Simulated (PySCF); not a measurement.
# C₃H₈Si: electronic excitations and core binding energies

What electronic excitations and core binding energies should C₃H₈Si (`C=CC[SiH3]`) show?

The runs use PySCF 2.14.0, with density-fitted response routines of our own; the level of theory stands in each step. All values are computed, except where a source is named. Atoms are numbered from 0 throughout.

### Step 1. Starting geometry

12 atoms, charge 0, multiplicity 1; geometry from: GFN2-xTB.

Bonds of the start (Å): C0–C1 1.32, C1–C2 1.49, C2–Si3 1.91, C0–H4 1.08, C0–H5 1.08, C1–H6 1.08, C2–H7 1.09, C2–H8 1.09, Si3–H9 1.46, Si3–H10 1.46, Si3–H11 1.46.

### Step 2. TDDFT and polarisability: B3LYP/def2-SVPD

The job: settings as JSON, then the geometry in Å.

```
{"job": {"kind": "uv", "xc": "B3LYP", "basis": "def2-SVPD", "nstates": 8, "ntriplets": 3}, "charge": 0, "multiplicity": 1}
C      1.563787    -1.257508     0.421140
C      1.020557    -0.055748     0.497626
C      0.122312     0.537082    -0.527463
Si    -1.691741     0.550831     0.072087
H      2.193169    -1.651872     1.200445
H      1.403003    -1.897341    -0.431403
H      1.199896     0.562159     1.368587
H      0.194414    -0.027086    -1.458292
H      0.433595     1.561960    -0.738098
H     -2.118422    -0.820681     0.348351
H     -2.522342     1.140163    -0.980256
H     -1.797031     1.357355     1.289509
```

With the program's defaults for keys left out, this is: TDDFT B3LYP/def2-SVPD, vertical, gas phase, core orbitals frozen in the response.

Started as:

```bash
OMP_NUM_THREADS=1 python probes_run.py task.json out
```

This one command runs all jobs of the session in turn.

**Question.** This job is followed by: delta-SCF UKS SCAN, pcX-2 on the ionised atom, pcseg-1 elsewhere, spin-free X2C. What will the session give for the following? lowest singlet (B3LYP/def2-SVPD); brightest single state of those computed; lowest triplet; C1s binding energies, SCAN/pcX-2; Si1s binding energies, SCAN/pcX-2; Si2p binding energies, SCAN/pcX-2.

**Answer**, as computed:

```
                                quantity                               value
        lowest singlet (B3LYP/def2-SVPD)         6.37 eV (195 nm), f = 0.001
brightest single state of those computed         state 2, 6.69 eV, f = 0.387
                          lowest triplet                             4.37 eV
        C1s binding energies, SCAN/pcX-2  C1 290.53, C2 290.31, C0 289.84 eV
       Si1s binding energies, SCAN/pcX-2                      Si3 1846.27 eV
       Si2p binding energies, SCAN/pcX-2                       Si3 106.77 eV
```

In words: The first singlet state (HOMO→LUMO+1 0.98) lies at 6.37 eV and is dark; of the 8 states computed, the strongest absorption comes from state 2 at 6.69 eV. The lowest triplet lies 2.00 eV below the lowest singlet (triplets in Tamm-Dancoff, singlets in full TDDFT). C1 (alkene CH) binds its C1s electron 0.69 eV more tightly than C0 (terminal =CH2 carbon).
